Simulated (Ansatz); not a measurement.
# H₇InN₂Si: basis-set convergence

An exercise on one series of results from a longer session: the logs are not shown, and one member is left open.

Computed with Ansatz 0.2.0, Gaussian basis. Level: one geometry, several basis sets.

Plan: PBE0-D4/def2-SVP; ωB97M-V/def2-SVP; PBE0-D4/def2-QZVPP; ωB97M-V/def2-QZVPP; the functionals' def2-TZVPP values are taken from earlier runs.

## The geometry

An earlier PBE0-D4 in a triple-zeta def2 set relaxation fixed the geometry. In takes the def2 core potential; no spin-orbit term is included.

11 atoms, charge 0, spin multiplicity 1.

Atoms are counted from 1 here; the program's logs count them from 0.

Bond lengths: N1–Si2 1.803 Å, N1–H5 1.012 Å, N1–H6 1.012 Å, Si2–N3 1.670 Å, Si2–H7 1.494 Å, Si2–H8 1.493 Å, N3–In4 2.123 Å, N3–H9 1.005 Å, In4–H10 1.724 Å, In4–H11 1.724 Å. Angles: Si2–N1–H5 115.3°, Si2–N1–H6 115.3°, H5–N1–H6 107.8°, N1–Si2–N3 97.5°, N1–Si2–H7 106.7°, N1–Si2–H8 106.9°, N3–Si2–H7 118.6°, N3–Si2–H8 118.5°, H7–Si2–H8 106.9°, Si2–N3–In4 102.8°, Si2–N3–H9 127.4°, In4–N3–H9 129.8°, N3–In4–H10 114.9°, N3–In4–H11 114.9°, H10–In4–H11 127.5°.

Set-up of the first run:

The input, in.yaml:

```yaml
crystal:
  periodic: [false, false, false]
  atoms:
    - {symbol: N, position_ang: [-0.967082, 0.524682, -0.495817]}
    - {symbol: Si, position_ang: [0.511363, 1.148518, 0.325853]}
    - {symbol: N, position_ang: [1.219736, -0.328725, 0.651350]}
    - {symbol: In, position_ang: [-0.169713, -1.707380, -0.170985]}
    - {symbol: H, position_ang: [-1.840820, 0.724310, -0.024806]}
    - {symbol: H, position_ang: [-1.069921, 0.795099, -1.466063]}
    - {symbol: H, position_ang: [1.184608, 2.067053, -0.640506]}
    - {symbol: H, position_ang: [0.050776, 1.987128, 1.472646]}
    - {symbol: H, position_ang: [2.092773, -0.496623, 1.118989]}
    - {symbol: H, position_ang: [0.230555, -2.290235, -1.742953]}
    - {symbol: H, position_ang: [-1.242294, -2.423827, 0.972273]}
basis:
  gaussian: {orbitals: def2-SVP}
hamiltonian: {xc: pbe0, dispersion: d4}
output: {orbitals: {seedname: orbitals}}
```

Launch:

```console
> ansatz run in.yaml --threads 2 --pin off --events-out ev --progress --plain --max-ram 4352MiB
```

Steps of the session up to this table: PBE0-D4 in def2-SVP; ωB97M-V in def2-SVP; PBE0-D4 in def2-QZVPP; ωB97M-V in def2-QZVPP.

One table of the session follows, with a row left open; its other results are not shown here.

```
functional       basis  HOMO (eV)
   PBE0-D4    def2-SVP      -6.36
   PBE0-D4  def2-TZVPP          ?
   PBE0-D4  def2-QZVPP      -6.55
   ωB97M-V    def2-SVP      -8.59
   ωB97M-V  def2-TZVPP      -8.79
   ωB97M-V  def2-QZVPP      -8.82
```

**Question.** Estimate the row for PBE0-D4, def2-TZVPP.

The run gave: HOMO (eV): -6.52. In the column «HOMO (eV)» it lies between PBE0-D4, def2-QZVPP (-6.55) and PBE0-D4, def2-SVP (-6.36).
